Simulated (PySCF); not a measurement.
# ZnI: from the state search to spectroscopic constants

Aim: find the lowest electronic state of ZnI, scan its bond at several levels of theory, and get bond length, wavenumber and dissociation energy from each curve.

Method: Zn def2-SVP, I def2-SVP with ECP28, scalar-relativistic core potentials; program: PySCF 2.14.0.

### Step 1. The job

The job is set up so:

```
atoms                         : Zn, I
charge                        : 0
basis                         : Zn def2-SVP, I def2-SVP with ECP28
Hamiltonian                   : scalar-relativistic core potentials
basis functions               : 57
electrons treated             : 55
masses in u                   : 63.9291, 126.9045
levels                        : PBE0, PBE, r²SCAN, M06, BLYP, BHandHLYP, HF, MP2, SCS-MP2
grid                          : 80 radial by 434 angular points
occupations                   : held fixed by the projection of orbital angular momentum
dissociation limit            : Zn + I, each in its ground configuration
starting distance in angstrom : 2.500
values of 2S to try           : 1, 3
```

Command:

```
$ OMP_NUM_THREADS=1 python dia.py task.json out
```

The runs that follow: The PBE0 curve of the state that the search chose; Other states along the same grid; PBE; r²SCAN; M06 (hybrid meta-GGA); BLYP; BHandHLYP; UHF.

Q: Predict the outcome of this session. Wanted: for each run, Re; ωe; De; μ.

As calculated:

Lowest PBE0 solution found, without spin–orbit coupling: ²Σ⁺ (doublet), unpaired electrons σ ↑. State 2 has its PBE0 minimum 6.27 eV higher. The other levels ran on the lowest alone.

```csv
level,Re (Å),ωe (cm⁻¹),De (eV),μ (D)
UHF,2.554,220.3,1.19,-4.16
UHF-MP2,2.506,234.2,1.52,n/a
UHF-SCS-MP2,2.519,229.1,1.33,n/a
PBE,2.534,205.8,1.55,-2.79
BLYP,2.581,187.6,1.23,-2.77
r²SCAN,2.499,222.9,1.79,-2.97
PBE0,2.517,217.1,1.58,-3.14
M06,2.548,194.1,1.09,-2.76
BHandHLYP,2.536,213.0,1.31,-3.41
```

De is counted to Zn + I in their ground configurations. A positive dipole means Zn(−)I(+).

**Reading.** Bond lengths run from 2.499 Å (r²SCAN) to 2.581 Å (BLYP). Of the levels with a De here, M06 gives the least (1.09 eV) and r²SCAN the most (1.79 eV).

Correlated steps freeze 9 core orbitals. These are scalar-relativistic numbers at best; spin–orbit coupling would shift them, the dissociation energy most. With spin–orbit coupling the term label itself may not hold.
